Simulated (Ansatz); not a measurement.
# LiFeAs: the cost of one run

Program: Ansatz 0.2.0. Level of theory: DFT LDA, scalar-relativistic, plane waves, PAW. These are calculated values, not measurements.

**1. The system as given**

The structure is tetragonal, space group P4/nmm (No. 129). The conventional cell has a = 3.692 Å, b = 3.692 Å, c = 5.960 Å, α = 90.00°, β = 90.00°, γ = 90.00°. Li (site symmetry 4mm) is surrounded by 5 As at 2.62 to 2.69 Å and 4 Fe at 2.71 Å. Around Fe (site symmetry -4m2) lie 4 As at 2.28 Å and 4 Fe at 2.61 Å. As (site symmetry 4mm) is surrounded by 4 Fe at 2.28 Å and 5 Li at 2.62 to 2.69 Å.

Structure file:

```cif
data_structure
_symmetry_space_group_name_H-M 'P4/nmm:1'
_symmetry_Int_Tables_number 129
_cell_length_a 3.6915
_cell_length_b 3.6915
_cell_length_c 5.9597
_cell_angle_alpha 90.000
_cell_angle_beta 90.000
_cell_angle_gamma 90.000
_cell_volume 81.21
loop_
_atom_site_label
_atom_site_type_symbol
_atom_site_symmetry_multiplicity
_atom_site_Wyckoff_symbol
_atom_site_fract_x
_atom_site_fract_y
_atom_site_fract_z
_atom_site_occupancy
Li1 Li 2 c 0.50000 0.00000 0.66623 1
Fe1 Fe 2 a 0.00000 0.00000 0.00000 1
As1 As 2 c 0.50000 0.00000 0.22579 1
```

An earlier run at LDA left this cell at 13.536 Å³/atom and 0.01 GPa (12×12×8 mesh).

**2. Field gradients and densities at the nuclei**

File input.yaml:

```yaml
crystal:
  lattice:
    - [3.6915071002, 0.0, 0.0]
    - [0.0, 3.6915071002, 0.0]
    - [0.0, 0.0, 5.9597341956]
  atoms:
    - { symbol: Li, position: [0.5, 0.0, 0.6662265852] }
    - { symbol: Li, position: [0.0, 0.5, 0.3337734148] }
    - { symbol: Fe, position: [0.0, 0.0, 0.0] }
    - { symbol: Fe, position: [0.5, 0.5, 0.0] }
    - { symbol: As, position: [0.5, 0.0, 0.2257855246] }
    - { symbol: As, position: [0.0, 0.5, 0.7742144754] }
basis:
  ecutwfc: 420
  ecutrho_ratio: 4
kpoints:
  mp_grid: { grid: [12, 12, 8] }
hamiltonian:
  xc: lda
scf:
  occupations: { method: gaussian, width: 0.05 }
output:
  forces: true
  stress: true
  eigenvalues: true
  efg:
    contact_densities: true
    quadrupole_moments_barn: { Li: -0.0401, Fe: 0.16, As: 0.311 }
```

Run with:

```console
ansatz run input.yaml --threads 4 --pin off --max-ram 10240MiB --backend cpu --events-out ev --progress --plain --runs-dir out
```

What time and memory should one allow on 4 threads of Arm Neoverse V2, shared host?

About 7.8 s, with a peak of 0.66 GiB.
